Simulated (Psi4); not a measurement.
**SiHCl2OF (SMILES O[Si](F)(Cl)Cl) at HF/STO-3G**

What is the vertical ionisation energy of SiHCl2OF at HF/STO-3G? 

Program for the calculation: Psi4 1.11.

**1. The system as given**

SiHCl2OF: 6 atoms, total charge 0, spin state singlet. As SMILES, `O[Si](F)(Cl)Cl`. Geometry: relaxed at PBE0-D4/def2-TZVP. This is one conformer, not always the lowest.

Bond lengths: O1–Si2 1.612 Å, Si2–F3 1.579 Å, Si2–Cl4 2.026 Å, Si2–Cl5 2.011 Å, O1–H6 0.959 Å. Angles: O1–Si2–F3 111.1°, O1–Si2–Cl4 111.7°, O1–Si2–Cl5 107.8°, F3–Si2–Cl4 106.6°, F3–Si2–Cl5 108.3°, Cl4–Si2–Cl5 111.3°, Si2–O1–H6 118.9°.

**2. Energy and forces at HF/STO-3G**

Input file cl2fhosi.json:

```json
{
  "schema_name": "qcschema_input",
  "schema_version": 1,
  "molecule": {
    "schema_name": "qcschema_molecule",
    "schema_version": 2,
    "symbols": ["O", "Si", "F", "Cl", "Cl", "H"],
    "geometry": [-0.95941395, 0.85736874, 2.12121757, 0.41479488, 0.02532233, -0.46751824, 2.9918144, -1.37326397, 0.08390384, -1.74100468, -2.40543238, -2.49368259, 1.16785075, 3.18210982, -2.44625047, -1.79448393, -0.40723598, 3.11521352],
    "molecular_charge": 0,
    "molecular_multiplicity": 1,
    "fix_symmetry": "c1",
    "fix_com": true,
    "fix_orientation": true
  },
  "driver": "gradient",
  "model": {
    "method": "hf",
    "basis": "STO-3G"
  },
  "keywords": {
    "puream": true,
    "e_convergence": 1e-09,
    "d_convergence": 1e-08,
    "scf_type": "pk",
    "scf_properties": ["DIPOLE", "QUADRUPOLE", "MULLIKEN_CHARGES"]
  }
}
```

Run with:

```
$ psi4 --qcschema cl2fhosi.json -n 1 --memory 2200MB
```

stdout:

```text
[...]
  Running in c1 symmetry.
[...]
  Nuclear repulsion =  382.547113833674928
[...]
  Multiplicity = 1
[...]
  Nalpha       = 33
  Nbeta        = 33
[...]
    Number of basis functions: 38
[...]
   @RHF iter   1: -1367.21846034739201   -1.66565e+00   1.09063e-02 ADIIS/DIIS
[...]
   @RHF iter  10: -1367.37386329868627   -9.54969e-12   8.04159e-09 DIIS
[...]
    Orbital Energies [Eh]
    ---------------------
    Doubly Occupied:
       1A   -103.686857     2A   -103.678215     3A    -68.211121
       4A    -25.919071     5A    -20.261096     6A    -10.377624
       7A    -10.370684     8A     -7.821582     9A     -7.815675
      10A     -7.815601    11A     -7.814481    12A     -7.808826
      13A     -7.808734    14A     -6.178473    15A     -4.205304
      16A     -4.204378    17A     -4.203764    18A     -1.521936
      19A     -1.321635    20A     -1.068330    21A     -1.033614
      22A     -0.714088    23A     -0.621034    24A     -0.568153
      25A     -0.564873    26A     -0.513573    27A     -0.471299
      28A     -0.445642    29A     -0.437933    30A     -0.426263
      31A     -0.424391    32A     -0.414952    33A     -0.412519
[...]
  @RHF Final Energy: -1367.37386329868627
   => Energetics <=
    Nuclear Repulsion Energy =            382.5471138336749277
    One-Electron Energy =               -2661.5585118657913881
    Two-Electron Energy =                 911.6375347334302433
    Total Energy =                      -1367.3738632986865014
[...]
 Multipole Moments:
 ------------------------------------------------------------------------------------
     Multipole            Electronic (a.u.)      Nuclear  (a.u.)        Total (a.u.)
 ------------------------------------------------------------------------------------
 L = 1.  Multiply by 2.5417464519 to convert [e a0] to [Debye]
 Dipole X            :        -13.5890157           13.5200456           -0.0689702
 Dipole Y            :         -8.1138973            7.6503673           -0.4635300
 Dipole Z            :         70.6633933          -69.6840287            0.9793646
 Magnitude           :                                                    1.0857126
 L = 2.  Multiply by 1.3450342976 to convert [e a0^2] to [Debye ang]
 Quadrupole XX       :       -202.4589168          168.2658567          -34.1930601
 Quadrupole XY       :        -92.5674967           91.6899702           -0.8775265
[...]
  Mulliken Charges: (a.u.)
   Center  Symbol    Alpha    Beta     Spin     Total
       1     O     4.24645  4.24645  0.00000 -0.49290
       2    SI     6.34777  6.34777  0.00000  1.30446
       3     F     4.65195  4.65195  0.00000 -0.30390
       4    CL     8.68773  8.68773  0.00000 -0.37546
       5    CL     8.67584  8.67584  0.00000 -0.35169
       6     H     0.39026  0.39026  0.00000  0.21949
   Total alpha = 33.00000, Total beta = 33.00000, Total charge =  0.00000
[...]
  -Total Gradient:
     Atom            X                  Y                   Z
    ------   -----------------  -----------------  -----------------
       1       -0.004840009183    -0.031425423590    -0.001611810467
       2       -0.006731567170     0.015001934762    -0.021425909574
       3       -0.009483221856     0.004405321125    -0.002774375906
       4        0.017226636535     0.017203616330     0.015979381161
       5       -0.004638765150    -0.026955116427     0.016188927371
       6        0.008466926818     0.021769667780    -0.006356212575
[...]
```

The result, in JSON:

```text
{
 "driver": "gradient",
 "model": {
  "method": "hf",
  "basis": "STO-3G"
 },
 "success": true,
 "return_result": [-0.004840009183397442, -0.03142542359005124, -0.0016118104673102165, -0.006731567169912647, 0.01500193476169153, -0.021425909574226548, -0.00948322185620129, 0.004405321125453096, -0.002774375905710856, 0.017226636534699538, 0.017203616329771895, 0.015979381160969114, -0.004638765150411943, -0.02695511642716039, 0.016188927371117004, 0.008466926817794845, 0.021769667779842183, -0.006356212575039599],
 "properties": {
  "calcinfo_nbasis": 38,
  "calcinfo_nmo": 38,
  "calcinfo_nalpha": 33,
  "calcinfo_nbeta": 33,
  "calcinfo_natom": 6,
  "nuclear_repulsion_energy": 382.5471138336749,
  "return_energy": -1367.3738632986863,
  "return_gradient": [-0.004840009183397442, -0.03142542359005124, -0.0016118104673102165, -0.006731567169912647, 0.01500193476169153, -0.021425909574226548, -0.00948322185620129, 0.004405321125453096, -0.002774375905710856, 0.017226636534699538, 0.017203616329771895, 0.015979381160969114, -0.004638765150411943, -0.02695511642716039, 0.016188927371117004, 0.008466926817794845, 0.021769667779842183, -0.006356212575039599],
  "scf_one_electron_energy": -2661.5585118657914,
  "scf_two_electron_energy": 911.6375347334302,
  "scf_dipole_moment": [-0.06897015198936529, -0.46352995823287824, 0.9793645623341547],
  "scf_total_energy": -1367.3738632986863,
  "scf_total_gradient": [-0.004840009183397442, -0.03142542359005124, -0.0016118104673102165, -0.006731567169912647, 0.01500193476169153, -0.021425909574226548, -0.00948322185620129, 0.004405321125453096, -0.002774375905710856, 0.017226636534699538, 0.017203616329771895, 0.015979381160969114, -0.004638765150411943, -0.02695511642716039, 0.016188927371117004, 0.008466926817794845, 0.021769667779842183, -0.006356212575039599],
  "scf_iterations": 10
 }
}
```

Wall time 1.6 s (1 thread of Intel Xeon 6975P-C (Granite Rapids), shared host); peak memory 0.18 GiB.

**3. The doublet cation: a single-point energy at UHF/STO-3G**

Input file job.py:

```python
import psi4

psi4.set_memory('2200 MB')
psi4.set_num_threads(1)
psi4.core.set_output_file('run.log', False)

geom = psi4.geometry("""
1 2
O     -0.95941395     0.85736874     2.12121757
Si     0.41479488     0.02532233    -0.46751824
F      2.99181440    -1.37326397     0.08390384
Cl    -1.74100468    -2.40543238    -2.49368259
Cl     1.16785075     3.18210982    -2.44625047
H     -1.79448393    -0.40723598     3.11521352
units bohr
symmetry c1
""")

psi4.set_options({
    'basis': 'STO-3G',
    'reference': 'uhf',
    'puream': True,
    'e_convergence': 1e-09,
    'd_convergence': 1e-08,
    'scf_type': 'pk',
    'maxiter': 100,
})

E, wfn = psi4.energy('scf', molecule=geom, return_wfn=True)
psi4.oeprop(wfn, 'LOWDIN_CHARGES', 'DIPOLE', 'WIBERG_LOWDIN_INDICES')
print(f'total energy {E:.8f} hartree = {E * 27.211386:.5f} eV')
```

Run with:

```
$ python job.py
```

run.log:

```text
[...]
  Running in c1 symmetry.
[...]
  Nuclear repulsion =  382.547113833674928
[...]
  Multiplicity = 2
[...]
  Nalpha       = 33
  Nbeta        = 32
[...]
    Number of basis functions: 38
[...]
   @UHF iter   1: -1366.82740556868134   -1.27459e+00   1.19521e-02 DIIS/ADIIS
[...]
   @UHF iter  17: -1367.04488951270491   -4.32010e-12   8.12581e-09 DIIS
[...]
   @S^2 Observed:                7.557184600E-01
[...]
    Orbital Energies [Eh]
    ---------------------
    Alpha Occupied:
       1A   -103.936309     2A   -103.924770     3A    -68.485742
       4A    -26.197726     5A    -20.911545     6A    -10.619807
       7A    -10.607980     8A     -8.064374     9A     -8.057452
      10A     -8.057221    11A     -8.052052    12A     -8.045597
      13A     -8.045538    14A     -6.453661    15A     -4.480330
      16A     -4.479172    17A     -4.478265    18A     -1.878744
      19A     -1.765631    20A     -1.294103    21A     -1.249542
      22A     -1.161278    23A     -1.082946    24A     -1.019256
      25A     -0.859692    26A     -0.790091    27A     -0.774147
      28A     -0.734164    29A     -0.671247    30A     -0.649853
      31A     -0.637370    32A     -0.627778    33A     -0.616843
[...]
  @UHF Final Energy: -1367.04488951270491
   => Energetics <=
    Nuclear Repulsion Energy =            382.5471138336749277
    One-Electron Energy =               -2643.1669761350362933
    Two-Electron Energy =                 893.5749727886567371
    Total Energy =                      -1367.0448895127046853
  UHF NO Occupations:
  HONO-2 :   31  A 1.9992485
  HONO-1 :   32  A 1.9986998
  HONO-0 :   33  A 1.0000000
  LUNO+0 :   34  A 0.0013002
  LUNO+1 :   35  A 0.0007515
[...]
 Multipole Moments:
 ------------------------------------------------------------------------------------
     Multipole            Electronic (a.u.)      Nuclear  (a.u.)        Total (a.u.)
 ------------------------------------------------------------------------------------
 L = 1.  Multiply by 2.5417464519 to convert [e a0] to [Debye]
 Dipole X            :          0.8880286           -1.8802317           -0.9922031
 Dipole Y            :         -0.5076314            0.2176149           -0.2900165
 Dipole Z            :          0.2579253            2.8439366            3.1018619
 Magnitude           :                                                    3.2695754
[...]
```

The script printed:

```text
total energy -1367.04488951 hartree = -37199.18617 eV
```

Wall time 1.3 s (1 thread of Intel Xeon 6975P-C (Granite Rapids), shared host); peak memory 0.18 GiB.

**4. Outcome**

Level: HF/STO-3G.

| quantity | value |
| --- | --- |
| singlet SiHCl2OF: total energy | -1367.37386 Eh |
| singlet SiHCl2OF: dipole moment | 2.76 D |
| singlet SiHCl2OF: HOMO energy | -11.23 eV |
| singlet SiHCl2OF: LUMO energy | 7.67 eV |
| singlet SiHCl2OF: HOMO–LUMO gap | 18.89 eV |
| singlet SiHCl2OF: largest force on an atom | 1.637 eV/Å |
| doublet cation: total energy | -1367.04489 Eh |
| doublet cation: HOMO energy (highest over α and β) | -16.73 eV |
| doublet cation: LUMO energy (lowest over α and β) | -6.22 eV |
| doublet cation: ⟨S²⟩ | 0.756 |
| vertical ionisation energy (to the doublet cation) | 8.952 eV |

**Reading.** Removing an electron at fixed nuclei costs 8.95 eV (864 kJ/mol). The largest force (singlet SiHCl2OF) is 1.64 eV/Å: the shape isn't a stationary point for this species at this level. The negative HOMO energy of the first species, 11.23 eV, lies 2.27 eV above that difference. In a minimal basis such a difference can be off by several eV, whatever the method. Mulliken charges (singlet SiHCl2OF) run from -0.49 on O1 to +1.30 on Si2; they depend strongly on the basis.
